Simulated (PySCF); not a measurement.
# AlSn: from the state search to spectroscopic constants, part 2 of 2

PySCF 2.14.0; Al x2c-SVPall, Sn x2c-SVPall; spin-free X2C with a Gaussian nucleus.

## Step 12: Correlated methods on the Hartree–Fock reference

Reference: UHF; core orbitals frozen: 23.

The coupled-cluster run at the reference distance, 2.652 Å, printed:

```text
******** <class 'pyscf.cc.uccsd.UCCSD'> ********
CC2 = 0
CCSD nocc = (np.int64(10), np.int64(7)), nmo = (31, 31)
frozen orbitals [[0, 1, 2, 3, 4, 5, 6, 7, 8, 9, 10, 11, 12, 13, 14, 15, 16, 17, 18, 19, 20, 21, 22], [0, 1, 2, 3, 4, 5, 6, 7, 8, 9, 10, 11, 12, 13, 14, 15, 16, 17, 18, 19, 20, 21, 22]]
max_cycle = 80
direct = 0
conv_tol = 1e-07
conv_tol_normt = 1e-05
diis_space = 8
diis_start_cycle = 0
diis_start_energy_diff = 1e+09
max_memory 909 MB (current use 354 MB)
Init t2, MP2 energy = -0.105145140659875
Init E_corr(UCCSD) = -0.105145140671448
cycle = 1  E_corr(UCCSD) = -0.121316389408805  dE = -0.0161712487  norm(t1,t2) = 0.0820615
cycle = 2  E_corr(UCCSD) = -0.126617950297875  dE = -0.00530156089  norm(t1,t2) = 0.0362231
cycle = 3  E_corr(UCCSD) = -0.130111336122026  dE = -0.00349338582  norm(t1,t2) = 0.0218897
cycle = 4  E_corr(UCCSD) = -0.130317666039224  dE = -0.000206329917  norm(t1,t2) = 0.0080011
cycle = 5  E_corr(UCCSD) = -0.130212691233005  dE = 0.000104974806  norm(t1,t2) = 0.00491474
cycle = 6  E_corr(UCCSD) = -0.130282846769962  dE = -7.0155537e-05  norm(t1,t2) = 0.0019636
cycle = 7  E_corr(UCCSD) = -0.130273273857966  dE = 9.572912e-06  norm(t1,t2) = 0.000699836
cycle = 8  E_corr(UCCSD) = -0.130271702356326  dE = 1.57150164e-06  norm(t1,t2) = 0.000309819
cycle = 9  E_corr(UCCSD) = -0.130275000816133  dE = -3.29845981e-06  norm(t1,t2) = 0.0001067
cycle = 10  E_corr(UCCSD) = -0.130274067575381  dE = 9.33240752e-07  norm(t1,t2) = 3.11489e-05
cycle = 11  E_corr(UCCSD) = -0.130273875502816  dE = 1.92072565e-07  norm(t1,t2) = 1.26133e-05
cycle = 12  E_corr(UCCSD) = -0.130274127918351  dE = -2.52415535e-07  norm(t1,t2) = 4.33526e-06
cycle = 13  E_corr(UCCSD) = -0.130274213861905  dE = -8.59435543e-08  norm(t1,t2) = 1.38771e-06
UCCSD converged
E(UCCSD) = -6415.487045105365  E_corr = -0.1302742138619049
UCCSD(T) correction = -0.00568676240783007
```

Correlation energy (eV) along the bond:

| R (Å) | MP2 | SCS-MP2 | CCSD | CCSD(T) | T1 |
| --- | --- | --- | --- | --- | --- |
| 2.281 | -2.974 | -2.863 | n/a | n/a | n/a |
| 2.387 | -2.948 | -2.842 | -3.593 | -3.753 | 0.016 |
| 2.493 | -2.916 | -2.814 | -3.577 | -3.735 | 0.019 |
| 2.572 | -2.889 | -2.789 | -3.562 | -3.719 | 0.020 |
| 2.652 | -2.861 | -2.764 | -3.545 | -3.700 | 0.022 |
| 2.732 | -2.833 | -2.738 | -3.527 | -3.679 | 0.023 |
| 2.838 | -2.795 | -2.705 | -3.502 | -3.651 | 0.025 |
| 2.970 | -2.747 | -2.664 | -3.470 | -3.616 | 0.027 |
| 3.129 | -2.687 | -2.616 | -3.431 | -3.572 | 0.031 |
| 3.341 | -2.603 | -2.555 | n/a | n/a | n/a |

UHF-MP2: Re = 2.654 Å, ωe = 275.5 cm⁻¹, ωexe = 0.942 cm⁻¹, αe = 0.000556 cm⁻¹, Be = 0.1087 cm⁻¹, De = 2.01 eV.

UHF-SCS-MP2: Re = 2.659 Å, ωe = 272.0 cm⁻¹, ωexe = 1.04 cm⁻¹, αe = 0.000583 cm⁻¹, Be = 0.1082 cm⁻¹, De = 1.81 eV.

UHF-CCSD: Re = 2.676 Å, ωe = 267.5 cm⁻¹, ωexe = 1.06 cm⁻¹, αe = 0.000571 cm⁻¹, Be = 0.1069 cm⁻¹, De = 1.90 eV.

UHF-CCSD(T): Re = 2.671 Å, ωe = 270.0 cm⁻¹, ωexe = 1.06 cm⁻¹, αe = 0.000568 cm⁻¹, Be = 0.1073 cm⁻¹, De = 2.00 eV.

## Step 13: All curves

Energy (eV) from each level's lowest point:

| R (Å) | UHF | UHF-MP2 | UHF-SCS-MP2 | UHF-CCSD | UHF-CCSD(T) | PBE | PW91 | r²SCAN | PBE0 | r²SCAN0 | M06 | ωB97X |
| --- | --- | --- | --- | --- | --- | --- | --- | --- | --- | --- | --- | --- |
| 2.281 | 0.814 | 0.691 | 0.704 | n/a | n/a | 0.696 | 0.685 | 0.653 | 0.649 | 0.626 | 0.624 | 0.557 |
| 2.387 | 0.405 | 0.306 | 0.315 | 0.346 | 0.340 | 0.319 | 0.313 | 0.287 | 0.285 | 0.268 | 0.265 | 0.221 |
| 2.493 | 0.163 | 0.097 | 0.102 | 0.120 | 0.116 | 0.108 | 0.105 | 0.088 | 0.088 | 0.077 | 0.075 | 0.050 |
| 2.572 | 0.062 | 0.022 | 0.025 | 0.033 | 0.031 | 0.029 | 0.028 | 0.019 | 0.019 | 0.014 | 0.012 | 0.001 |
| 2.652 | 0.011 | 0.000 | 0.000 | 0.000 | 0.000 | 0.000 | 0.000 | 0.000 | 0.000 | 0.000 | 0.000 | 0.000 |
| 2.732 | 0.000 | 0.017 | 0.014 | 0.007 | 0.009 | 0.008 | 0.010 | 0.019 | 0.018 | 0.024 | 0.025 | 0.036 |
| 2.838 | 0.029 | 0.084 | 0.077 | 0.061 | 0.066 | 0.062 | 0.064 | 0.085 | 0.085 | 0.096 | 0.101 | 0.125 |
| 2.970 | 0.113 | 0.216 | 0.202 | 0.177 | 0.186 | 0.172 | 0.176 | 0.211 | 0.212 | 0.231 | 0.238 | 0.277 |
| 3.129 | 0.253 | 0.415 | 0.389 | 0.355 | 0.369 | 0.340 | 0.345 | 0.396 | 0.399 | 0.426 | 0.435 | 0.492 |
| 3.341 | 0.459 | 0.706 | 0.657 | n/a | n/a | 0.585 | 0.590 | 0.661 | 0.670 | 0.707 | 0.715 | 0.787 |

## Step 14: Constants by level of theory

This closing draws on all 2 parts.

Lowest PBE0 solution found, without spin–orbit coupling: ⁴Σ⁻ (quartet), unpaired electrons σ ↑, π ↑↑. State 2 has its PBE0 minimum 0.29 eV higher, as a spin-mixed determinant (⟨S²⟩ = 1.77), so this is no gap between pure states. State 3 has its PBE0 minimum 0.80 eV higher. State 4 has its PBE0 minimum 1.05 eV higher. The other levels ran on the lowest alone.

| level | Re (Å) | ωe (cm⁻¹) | De (eV) | μ (D) |
| --- | --- | --- | --- | --- |
| UHF | 2.719 | 244.2 | 1.37 | -1.87 |
| UHF-MP2 | 2.654 | 275.5 | 2.01 | n/a |
| UHF-SCS-MP2 | 2.659 | 272.0 | 1.81 | n/a |
| UHF-CCSD | 2.676 | 267.5 | 1.90 | n/a |
| UHF-CCSD(T) | 2.671 | 270.0 | 2.00 | n/a |
| PBE | 2.671 | 260.8 | 2.41 | -0.49 |
| PW91 | 2.668 | 261.1 | 2.43 | -0.53 |
| r²SCAN | 2.648 | 271.6 | 2.36 | -0.80 |
| PBE0 | 2.649 | 271.2 | 2.26 | -0.77 |
| r²SCAN0 | 2.638 | 276.2 | 2.25 | -1.03 |
| M06 | 2.634 | 279.0 | 2.25 | -0.48 |
| ωB97X | 2.612 | 286.8 | 2.04 | -0.96 |

De is counted to Al + Sn in their ground configurations. A positive dipole means Al(−)Sn(+).

Differences from CCSD(T) in the same basis:

| level | Re (mÅ) | ωe (%) |
| --- | --- | --- |
| UHF | +48 | -9.6 |
| UHF-MP2 | -17 | +2.0 |
| UHF-SCS-MP2 | -12 | +0.7 |
| UHF-CCSD | +4 | -0.9 |
| PBE | 0 | -3.4 |
| PW91 | -3 | -3.3 |
| r²SCAN | -23 | +0.6 |
| PBE0 | -23 | +0.4 |
| r²SCAN0 | -33 | +2.3 |
| M06 | -37 | +3.3 |
| ωB97X | -59 | +6.2 |

Time per point (s) on 1 thread, shared host (CPU time, shared integrals of 0.64 s apart; correlated levels include their reference; CCSD comes with the CCSD(T) run); the times are rough: UHF 0.2, UHF-MP2 0.32, UHF-SCS-MP2 0.32, PBE 0.9, PW91 0.72, r²SCAN 1.2, PBE0 1.1, r²SCAN0 1.4, M06 1.3, ωB97X 1.7; the reference 2.6.

The cheapest levels within 13 mÅ and 2.5 % of CCSD(T): UHF-SCS-MP2 (0.32 s). The dearest run takes 2.6 s.

Judged by CCSD(T) in the same basis: best bond length PBE (0 mÅ), worst ωB97X (-59 mÅ); best wavenumber PBE0 (+0.4 %), worst UHF (-9.6 %). CCSD(T) in a basis this small is itself some way from its limit, more so than the functionals. Among the levels with a De in the table, it runs from 1.37 eV (UHF) to 2.43 eV (PW91).

Correlated steps freeze 23 core orbitals. These are scalar-relativistic numbers at best; spin–orbit coupling would shift them, the dissociation energy most.
